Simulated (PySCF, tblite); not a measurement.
**C₃H₄F₃PS: infrared bands and NMR shifts**

Wanted: the infrared bands and NMR shifts of C₃H₄F₃PS (`C[P@@H](=S)C(F)=C(F)F`), by calculation.

The runs use tblite 0.8.0 and PySCF 2.14.0, with density-fitted response routines of our own; the level of theory stands in each step. All values are computed, except where a source is named. Atoms are numbered from 0 throughout.

## 1. The starting structure

12 atoms, charge 0, multiplicity 1; geometry from: GFN2-xTB.

Bonds of the start (Å): C0–P1 1.82, P1–S2 1.93, P1–C3 1.84, C3–F4 1.34, C3–C5 1.33, C5–F6 1.33, C5–F7 1.32, C0–H8 1.09, C0–H9 1.09, C0–H10 1.09, P1–H11 1.40.

## 2. Vibrational analysis with GFN2-xTB

The job: settings as JSON, then the geometry in Å.

```
{"job": {"kind": "ir", "xc": "GFN2-xTB", "basis": "xTB"}, "charge": 0, "multiplicity": 1}
C     -1.827835    -0.556096     0.012269
P     -0.498421     0.645163    -0.333453
S     -0.775818     2.468723     0.221089
C      0.953853    -0.148448     0.463235
F      0.727451    -0.716998     1.655777
C      2.187010     0.015396    -0.001765
F      2.385626     0.591259    -1.179446
F      3.319678    -0.387444     0.535342
H     -1.568537    -1.551446    -0.343384
H     -2.737897    -0.205050    -0.474117
H     -1.992767    -0.572476     1.091261
H     -0.171144     0.416731    -1.672836
```

**Question.** This job is followed by: GIAO PBE0/pcSseg-1 NMR shielding, non-relativistic, gas phase. What will the session give for the following? strongest single infrared mode (GFN2-xTB); zero-point energy (GFN2-xTB); 13C shifts against TMS (PBE0/pcSseg-1); 1H shifts against TMS (PBE0/pcSseg-1, means over atoms taken as alike); 31P shifts against H3PO4 (PBE0/pcSseg-1); 33S shifts against CS2 (PBE0/pcSseg-1); 19F shifts against CFCl3 (PBE0/pcSseg-1).

The runs gave:

| quantity | value |
| --- | --- |
| strongest single infrared mode (GFN2-xTB) | 1732 cm⁻¹, 230 km/mol |
| zero-point energy (GFN2-xTB) | 41.3 kcal/mol |
| 13C shifts against TMS (PBE0/pcSseg-1) | 169.0, 139.0, 20.5 ppm |
| 1H shifts against TMS (PBE0/pcSseg-1, means over atoms taken as alike) | 7.84, 1.86 ppm |
| 31P shifts against H3PO4 (PBE0/pcSseg-1) | -22.8 ppm |
| 33S shifts against CS2 (PBE0/pcSseg-1) | -229 ppm |
| 19F shifts against CFCl3 (PBE0/pcSseg-1) | -87.6, -112.8, -214.1 ppm |

No mode is imaginary among the 30: a minimum at this level. The strongest single mode, at 1732 cm⁻¹, moves mainly C5 and C3. GFN2-xTB is a fitted tight-binding method: band positions and strengths are rough. Its intensities can rank the bands wrongly.
